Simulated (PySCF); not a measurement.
# BeC (triplet): basis, grid and Hamiltonian

The method stays; parts of the set-up, such as the basis or the Hamiltonian, are changed.

Program: PySCF 2.14.0. Level of theory: each script names its method and basis. These are calculated values, not measurements.

3 further runs of the same task are left out: 3 that didn't finish.

### Step 1. The system as given

BeC (triplet): 2 atoms, charge 0, spin multiplicity 3.

Bond lengths: Be1–C2 1.503 Å.

### Step 2. Base script

The input, input.py:

```python
from pyscf import gto, scf, mp

mol = gto.M(
    atom='Be 0 0 0; C 0 0 1.503',
    basis='cc-pvtz',
    charge=0,
    spin=2,
    verbose=4,
)
mf = scf.UHF(mol)
mf = mf.density_fit(auxbasis='def2-universal-jkfit')
mf.kernel()
mp.MP2(mf, frozen=1).kernel()
mf.dip_moment()
print('orbital energies (hartree):', [e[max(0, n-3):n+3].round(4) for e, n in zip(mf.mo_energy, mol.nelec)])
```

Started as:

```
> OMP_NUM_THREADS=1 python input.py
```

Its log is not repeated here.

In short: E(SCF) = -52.260860 Eh, 13 cycles, E(MP2) − E(SCF) = -0.16589 Eh, ⟨S²⟩ = 2.011, μ = 5.20 D (of the SCF density).

The bond length is a typed value, not an optimised one. The triplet is typed in the script; nothing here shows that it is the ground state.

### Step 3. 6-31g

Variant 1 changes basis set: cc-pvtz → 6-31g.

The input, input.py:

```python
from pyscf import gto, scf, mp

mol = gto.M(
    atom='Be 0 0 0; C 0 0 1.503',
    basis='6-31g',
    charge=0,
    spin=2,
    verbose=4,
)
mf = scf.UHF(mol)
mf = mf.density_fit(auxbasis='def2-universal-jkfit')
mf.kernel()
mp.MP2(mf, frozen=1).kernel()
mf.dip_moment()
print('orbital energies (hartree):', [e[max(0, n-3):n+3].round(4) for e, n in zip(mf.mo_energy, mol.nelec)])
```

Started as:

```
> OMP_NUM_THREADS=1 python input.py
```

### Step 4. 6-31g*

Variant 2 changes basis set: cc-pvtz → 6-31g*.

input.py, as its differences from that of step 2:

```diff
@@ -4,3 +4,3 @@
     atom='Be 0 0 0; C 0 0 1.503',
-    basis='cc-pvtz',
+    basis='6-31g*',
     charge=0,
```

### Step 5. Pcseg-1

Variant 3 changes basis set: cc-pvtz → pcseg-1.

input.py, as its differences from that of step 2:

```diff
@@ -4,3 +4,3 @@
     atom='Be 0 0 0; C 0 0 1.503',
-    basis='cc-pvtz',
+    basis='pcseg-1',
     charge=0,
```

### Step 6. Def2-svpd

Variant 4 changes basis set: cc-pvtz → def2-svpd.

input.py, as its differences from that of step 2:

```diff
@@ -4,3 +4,3 @@
     atom='Be 0 0 0; C 0 0 1.503',
-    basis='cc-pvtz',
+    basis='def2-svpd',
     charge=0,
```

### Step 7. Def2-svp

Variant 5 changes basis set: cc-pvtz → def2-svp.

input.py, as its differences from that of step 2:

```diff
@@ -4,3 +4,3 @@
     atom='Be 0 0 0; C 0 0 1.503',
-    basis='cc-pvtz',
+    basis='def2-svp',
     charge=0,
```

**Question.** What will these runs give? Wanted: for each run, E(SCF); from base; gap, α spin; SCF dipole; after the SCF.

**Answer**, as computed:

```tsv
run	E(SCF) (hartree)	from base (eV)	cycles	gap, α spin (eV)	SCF dipole (D)	functions	after the SCF
base	-52.260860	0	13	8.17	5.20	60	MP2 correlation -4.514 eV, core frozen
6-31g	-52.225975	+0.9493	13	8.45	4.64	18	MP2 correlation -2.589 eV, core frozen
6-31g*	-52.241912	+0.5156	13	8.51	4.57	28	MP2 correlation -3.603 eV, core frozen
pcseg-1	-52.220853	+1.0886	13	8.27	5.36	23	MP2 correlation -3.381 eV, core frozen
def2-svpd	-52.194243	+1.8127	13	8.11	5.70	32	MP2 correlation -3.455 eV, core frozen
def2-svp	-52.189766	+1.9346	14	8.12	5.49	23	MP2 correlation -3.299 eV, core frozen
```

The largest comparable shift of the SCF energy, +1.935 eV, comes with the run “def2-svp”. 6-31g (18 functions) gives an energy 0.95 eV higher than cc-pvtz (60). 6-31g* (28 functions) gives an energy 0.52 eV higher than cc-pvtz (60). pcseg-1 (23 functions) gives an energy 1.09 eV higher than cc-pvtz (60). def2-svpd (32 functions) gives an energy 1.81 eV higher than cc-pvtz (60). def2-svp (23 functions) gives an energy 1.93 eV higher than cc-pvtz (60).
